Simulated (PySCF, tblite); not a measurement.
# C₇H₁₄SSi: geometry, infrared bands, NMR shifts and electronic excitations, part 2 of 2

tblite 0.8.0 and PySCF 2.14.0. Atoms count from 0. The steps go on from the part before.

### 6 TDDFT and polarisability: wB97X-D/def2-SVPD

Job settings and geometry (Å):

```
{"job": {"kind": "uv", "xc": "wB97X-D", "basis": "def2-SVPD", "ip": true}, "charge": 0, "multiplicity": 1}
Si     3.801652     0.315435     0.301581
S      2.380726     0.988354    -1.155560
C      0.911849     0.256727    -0.421731
C      0.070703     1.049836     0.258004
C     -1.240555     0.597490     0.835406
C     -2.236379     0.046229    -0.189240
C     -1.910778    -1.344853    -0.722693
C     -0.606755    -1.484489    -1.500535
C      0.661225    -1.206164    -0.690250
H      3.742467    -1.170276     0.457941
H      5.148073     0.713631    -0.204765
H      3.553732     0.943864     1.633814
H      0.349485     2.100559     0.385287
H     -1.059723    -0.175492     1.606828
H     -1.701165     1.445603     1.363572
H     -3.232473     0.007893     0.282302
H     -2.320013     0.758593    -1.028250
H     -1.891064    -2.053223     0.126547
H     -2.741793    -1.676139    -1.367655
H     -0.618920    -0.823605    -2.384379
H     -0.547870    -2.515270    -1.887387
H      1.530186    -1.620538    -1.220013
H      0.597371    -1.745536     0.273675
```

With the program's defaults for keys left out, this is: TDDFT wB97X-D/def2-SVPD, vertical, gas phase, core orbitals frozen in the response.

Log:

```text
coarse grid: 19536 points
cycle   1  E = -962.2126724301  dE =  1.104e+00  |g| = 3.233e-01  |ddm| = 7.395e+00
cycle   2  E = -962.2352996136  dE = -2.263e-02  |g| = 2.324e-01  |ddm| = 1.737e+00
cycle   3  E = -962.2490065566  dE = -1.371e-02  |g| = 5.345e-02  |ddm| = 8.222e-01
cycle   4  E = -962.2497133764  dE = -7.068e-04  |g| = 2.729e-02  |ddm| = 2.032e-01
cycle   5  E = -962.2499120337  dE = -1.987e-04  |g| = 4.351e-03  |ddm| = 9.822e-02
cycle   6  E = -962.2499195492  dE = -7.515e-06  |g| = 1.492e-03  |ddm| = 2.189e-02
final grid: 177336 points
cycle   7  E = -962.3718799838  dE = -1.447e-04  |g| = 4.457e-03  |ddm| = 2.728e-01
cycle   8  E = -962.3718842642  dE = -4.280e-06  |g| = 2.460e-03  |ddm| = 2.858e-02
cycle   9  E = -962.3718857731  dE = -1.509e-06  |g| = 6.359e-04  |ddm| = 9.379e-03
cycle  10  E = -962.3718858961  dE = -1.230e-07  |g| = 2.792e-04  |ddm| = 2.811e-03
cycle  11  E = -962.3718859172  dE = -2.111e-08  |g| = 6.951e-05  |ddm| = 1.022e-03
cycle  12  E = -962.3718859189  dE = -1.746e-09  |g| = 3.063e-05  |ddm| = 3.498e-04
cycle  13  E = -962.3718859193  dE = -3.258e-10  |g| = 6.484e-06  |ddm| = 1.289e-04
converged SCF energy = -962.3718859193

Static polarisability (au): isotropic 129.812, principal 109.207 120.518 159.711

Singlet excitations
state   eV       nm        f      main configurations
  1   5.5018    225.4   0.02259   H->L 0.61, H-1->L 0.34
  2   5.8625    211.5   0.00847   H->L+1 0.48, H-1->L+1 0.20
  3   6.2023    199.9   0.29054   H-1->L 0.59, H->L 0.34
  4   6.3450    195.4   0.01863   H->L+3 0.37, H-1->L+1 0.17, H->L+2 0.15
  5   6.4538    192.1   0.00471   H-1->L+1 0.31, H->L+1 0.25, H-1->L+3 0.19
  6   6.8646    180.6   0.02976   H-1->L+3 0.21, H-1->L+1 0.17, H-1->L+2 0.16
  7   7.0255    176.5   0.01301   H->L+2 0.56
  8   7.2072    172.0   0.00966   H-1->L+2 0.26, H->L+4 0.21, H->L+7 0.09
  9   7.3732    168.2   0.00781   H-2->L 0.76
 10   7.4939    165.4   0.04323   H-1->L+2 0.31, H->L+7 0.30

Triplet excitations (Tamm-Dancoff, eV): 3.9352 5.3962 5.5959 5.8925
Vertical ionisation energy (delta-SCF) = 8.5796 eV
```

Wall time 12 min (1 thread of Arm Neoverse N1, shared host); peak memory 1.6 GiB.

Frontier orbitals and where they lie:

| orbital | eV | atoms |
| --- | --- | --- |
| HOMO−3 | -10.95 | C6 15 %, C7 13 %, C8 11 % |
| HOMO−2 | -10.62 | S1 25 %, C2 12 %, C7 8 % |
| HOMO−1 | -8.92 | S1 44 %, C2 15 %, C3 13 % |
| HOMO | -8.58 | S1 38 %, C2 18 %, C3 17 % |
| LUMO | 1.38 | C3 26 %, C2 23 %, Si0 10 % |
| LUMO+1 | 1.82 | S1 34 %, Si0 26 %, H9 10 % |
| LUMO+2 | 2.08 | Si0 34 %, S1 18 %, H9 8 % |

With each of the 10 states as a Gaussian band of 0.4 eV half-width at 1/e, the curve within the window shown has maxima at 200 nm (ε 13,000), 170 nm (ε 2,800) L/(mol cm). Beyond the last state computed it falls off for lack of states. The curve at chosen wavelengths:

| nm | ε (L/mol/cm) |
| --- | --- |
| 159 | 1166 |
| 163 | 2106 |
| 166 | 2584 |
| 170 | 2769 |
| 174 | 2706 |
| 178 | 2753 |
| 181 | 3098 |
| 185 | 4413 |
| 189 | 6959 |
| 192 | 9333 |
| 196 | 11986 |
| 200 | 12843 |
| 204 | 11595 |
| 207 | 9732 |
| 211 | 6936 |
| 215 | 4572 |
| 219 | 2956 |
| 222 | 2179 |
| 226 | 1529 |
| 230 | 1119 |
| 233 | 888 |
| 237 | 636 |
| 241 | 433 |
| 245 | 278 |
| 248 | 192 |
| 252 | 111 |

Leading natural transition orbitals of singlet state 3: the hole lies on C2, C3 about 24 % each; S1 19 %; the particle on C2, C3 about 24 % each; H12 10 %; S1 7 %.

Leading natural transition orbitals of singlet state 1: the hole lies on S1 75 %; the particle on C2, C3 about 25 % each; S1 11 %; H12 8 %.

Further results of this job:

| property | computed |
| --- | --- |
| dipole moment (D) | 2.01 |
| polarisability (Å³) | 19.24 |
| HOMO–LUMO gap (eV) | 9.96 |
| −ε(HOMO) (eV) | 8.58 |

### 7 Nuclear shieldings: PBE0/pcSseg-1 in chloroform

The job, as its differences from that of step 6:

```diff
@@ -1,2 +1,2 @@
-{"job": {"kind": "uv", "xc": "wB97X-D", "basis": "def2-SVPD", "ip": true}, "charge": 0, "multiplicity": 1}
+{"job": {"kind": "nmr", "xc": "PBE0", "basis": "pcSseg-1", "solvent": "chloroform", "pop": true}, "charge": 0, "multiplicity": 1}
 Si     3.801652     0.315435     0.301581
```

Method: GIAO PBE0/pcSseg-1 NMR shielding, non-relativistic, IEF-PCM chloroform.

Log:

```text
coarse grid: 19536 points
cycle   1  E = -962.0982375101  dE =  8.503e-01  |g| = 3.993e-01  |ddm| = 4.358e+00
cycle   2  E = -962.0891492317  dE =  9.088e-03  |g| = 4.555e-01  |ddm| = 8.618e-01
cycle   3  E = -962.1429525167  dE = -5.380e-02  |g| = 6.009e-02  |ddm| = 4.712e-01
cycle   4  E = -962.1435339692  dE = -5.815e-04  |g| = 3.684e-02  |ddm| = 9.410e-02
cycle   5  E = -962.1438599968  dE = -3.260e-04  |g| = 9.348e-03  |ddm| = 4.353e-02
cycle   6  E = -962.1438800371  dE = -2.004e-05  |g| = 2.902e-03  |ddm| = 1.237e-02
cycle   7  E = -962.1438819015  dE = -1.864e-06  |g| = 4.211e-04  |ddm| = 3.439e-03
final grid: 177336 points
cycle   8  E = -962.2015484376  dE = -4.666e-05  |g| = 8.802e-03  |ddm| = 3.916e-02
cycle   9  E = -962.2015357655  dE =  1.267e-05  |g| = 1.124e-02  |ddm| = 2.050e-02
cycle  10  E = -962.2015686158  dE = -3.285e-05  |g| = 5.459e-04  |ddm| = 1.197e-02
cycle  11  E = -962.2015686745  dE = -5.876e-08  |g| = 2.040e-04  |ddm| = 8.926e-04
cycle  12  E = -962.2015686838  dE = -9.233e-09  |g| = 9.104e-05  |ddm| = 3.076e-04
cycle  13  E = -962.2015686856  dE = -1.860e-09  |g| = 2.902e-05  |ddm| = 1.080e-04
cycle  14  E = -962.2015686858  dE = -2.251e-10  |g| = 3.463e-06  |ddm| = 2.979e-05
converged SCF energy = -962.2015686858

GIAO shielding tensors (ppm)
atom      isotropic    diamagn.    paramagn.     s11        s22        s33       span
  0 Si     400.864     878.205    -477.341    341.767    398.358    462.468    120.701
  1 S      569.667    1058.213    -488.546    324.879    514.034    870.089    545.210
  2 C       39.940     263.451    -223.511    -76.941     71.279    125.482    202.423
  3 C       29.952     254.896    -224.944    -88.301     47.871    130.285    218.586
  4 C      152.462     248.090     -95.628    138.507    155.444    163.435     24.928
  5 C      156.593     245.942     -89.349    150.518    155.296    163.966     13.447
  6 C      148.973     245.750     -96.777    144.729    148.007    154.183      9.455
  7 C      156.914     245.782     -88.868    149.151    156.666    164.927     15.776
  8 C      143.095     247.896    -104.801    126.444    143.477    159.364     32.919
  9 H       26.575      28.402      -1.827     22.731     25.914     31.080      8.349
 10 H       26.683      27.005      -0.322     23.229     24.064     32.756      9.527
 11 H       26.818      28.277      -1.459     23.212     25.184     32.056      8.844
 12 H       24.402      33.291      -8.889     21.001     22.951     29.256      8.255
 13 H       29.104      31.424      -2.320     26.139     27.855     33.317      7.178
 14 H       29.069      30.352      -1.283     23.797     27.952     35.457     11.661
 15 H       29.732      28.717       1.016     24.247     28.121     36.829     12.581
 16 H       30.156      30.053       0.103     26.850     28.348     35.270      8.420
 17 H       29.805      29.980      -0.175     26.090     28.518     34.806      8.717
 18 H       29.297      27.946       1.350     23.903     27.886     36.100     12.196
 19 H       30.017      30.219      -0.202     25.926     29.537     34.587      8.661
 20 H       29.710      28.994       0.716     24.091     28.532     36.507     12.416
 21 H       28.967      32.246      -3.279     23.034     30.158     33.708     10.674
 22 H       28.608      32.144      -3.536     25.756     28.471     31.597      5.840
```

Wall time 1.9 min (1 thread of Arm Neoverse N1, shared host); peak memory 1.3 GiB.

This run: δ C3 155.2, C2 145.2, C8 42.1, C6 36.2, H12 6.84, H9 4.56 ppm (means over like atoms).

### 8 Run by run: NMR shifts

Shifts (ppm) of some atoms, chosen among heavy atoms and hydrogens apart, means over like atoms, with basis size and wall time:

| run | C3 | C2 | C8 | C7 | H12 | H13 | S1 | functions | time |
| --- | --- | --- | --- | --- | --- | --- | --- | --- | --- |
| PBE0/pcSseg-1 | 152.9 | 145.7 | 41.6 | 27.7 | 6.80 | 2.09 | -66 | 237 | 2.2 min |
| PBE0/pcSseg-1 in chloroform | 155.2 | 145.2 | 42.1 | 28.3 | 6.84 | 2.16 | -74 | 237 | 1.9 min |

### 9 Summary of results

The summary covers parts 1 to 2.

| quantity | value |
| --- | --- |
| strongest single infrared mode (GFN2-xTB) | 770 cm⁻¹, 467 km/mol |
| zero-point energy (GFN2-xTB) | 118.3 kcal/mol |
| point group | C1 |
| rotational constants (main isotopes) | 2.39, 0.63, 0.57 GHz |
| ¹³C shifts against TMS (PBE0/pcSseg-1) | 152.9, 145.7, 41.6, 35.9, 32.3, 28.1, 27.7 ppm |
| ¹H shifts against TMS (PBE0/pcSseg-1, means over atoms taken as alike) | 6.80, 4.55, 2.43, 2.09, 1.67, 1.39, 1.30 ppm |
| ²⁹Si shifts against TMS (PBE0/pcSseg-1) | -49.4 ppm |
| ³³S shifts against CS2 (PBE0/pcSseg-1) | -66 ppm |
| surface potential, 1st and 99th percentile | -0.92 V and 0.80 V |
| lowest singlet (wB97X-D/def2-SVPD) | 5.50 eV (225 nm), f = 0.023 |
| brightest single state of those computed | state 3, 6.20 eV, f = 0.291 |
| lowest triplet | 3.94 eV |
| vertical ionisation energy (ΔSCF) | 8.58 eV |
| range of the shift of S1 | -74 to -66 ppm |

**Reading.** Over 54 steps the energy fell by 0.150 eV; of the close pairs, S1–C2 changed most, 1.743 to 1.792 Å (GFN2-xTB). No mode is imaginary among the 63: a minimum at this level. The strongest single mode, at 770 cm⁻¹, moves mainly H10 and H9. GFN2-xTB is a fitted tight-binding method: band positions and strengths are rough. Its intensities can rank the bands wrongly. Relaxing lowered the energy by 0.357 eV in 7 steps; the close pair that moved most is Si0–H10, from 1.433 to 1.493 Å (PBE0/def2-SVP). The most deshielded hydrogen is H12 (hydrogen on an alkene CH), at 6.80 ppm: attached to an sp2 carbon and in the plane of the double bond. At PBE0/pcSseg-1: Shielding is most anisotropic at S1 (span 550 ppm, paramagnetic term -496 ppm). By nearest atom (PBE0/pcSseg-1), the HOMO sits on S1 43 %; C2, C3 about 16 % each and the LUMO on C2, C3 about 27 % each; H12 7 %. The first singlet state (HOMO→LUMO 0.61, HOMO−1→LUMO 0.34) lies at 5.50 eV and is weak; of the 10 states computed, the strongest absorption comes from state 3 at 6.20 eV. The lowest triplet lies 1.57 eV below the lowest singlet (triplets in Tamm-Dancoff, singlets in full TDDFT). ΔSCF puts the ionisation energy at 8.58 eV, 0.00 eV above −ε(HOMO). Across the 2 runs the shift of S1 moves most, between -74 (PBE0/pcSseg-1 in chloroform) and -66 ppm (PBE0/pcSseg-1).
